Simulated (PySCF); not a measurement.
# S3Y2 (Y2(S)1(S)2): the cost of one run

Method: several levels, as the steps say, no spin–orbit coupling; program: PySCF 2.14.0.

2 further runs of the same task are left out: 2 for a known fault of the program.

### Step 1. The system as given

5 atoms, charge 0, spin multiplicity 1.

Bond lengths: Y1–S3 2.536 Å, Y1–S4 2.295 Å, Y2–S3 2.536 Å, Y2–S5 2.295 Å. Angles: S3–Y1–S4 123.5°, S3–Y2–S5 123.5°, Y1–S3–Y2 131.1°.

Geometry (Å):

```mol
S3Y2
  3D, bonds by distance, orders not assigned

  5  4  0  0  0  0  0  0  0  0999 V2000
   -0.6183   -0.0566    2.3087 Y   0  0
   -0.6183   -0.0566   -2.3087 Y   0  0
   -1.6642   -0.1522   -0.0000 S   0  0
    1.6395    0.1500    2.6678 S   0  0
    1.6395    0.1500   -2.6678 S   0  0
  1  3  8  0
  1  4  8  0
  2  3  8  0
  2  5  8  0
M  END
```

Formal oxidation states: Y +3. An earlier session relaxed this geometry at PBE0, Y def2-SVP with ECP28, S def2-SVP (singlet, point group C2v).

At PBE0 on the finer grid: E = -1270.579508 Eh, HOMO -5.69 eV, LUMO -2.54 eV, Mulliken charge on Y1 +0.63 e, largest force component 0.018 eV/Å. 

Levels to run: M06-L; wB97X; CAM-B3LYP; HF; PBE0, TZVP; PBE0, x2c-SVP. Hardware: 2 threads of AMD EPYC 9R45 (Zen 5), shared host.

### Step 2. M06-L

run.py (the lines that set the calculation)

```python
mol = gto.M(atom='''
Y     -0.61828    -0.05656     2.30871
Y     -0.61828    -0.05656    -2.30871
S     -1.66418    -0.15223     0.00000
S      1.63947     0.14997     2.66784
S      1.63947     0.14997    -2.66784''',
    basis={'Y': 'def2-SVP', 'S': 'def2-SVP'},
    ecp={'Y': 'def2-SVP'},
    charge=0, spin=0)
mf = dft.RKS(mol, xc='M06L')
mf.grids.atom_grid = (75, 302)
mf = mf.density_fit()  # fitting sets: Y def2-universal-JKFIT, S def2-universal-JKFIT
mf.conv_tol = 1e-08; mf.max_cycle = 55
mf.kernel(dm0)  # dm0: the density of the relaxed state
```

On the command line:

```console
$ OMP_NUM_THREADS=2 python run.py
```

**Question.** How long does this run take on 2 threads of AMD EPYC 9R45 (Zen 5), shared host?

About 5.4 s.
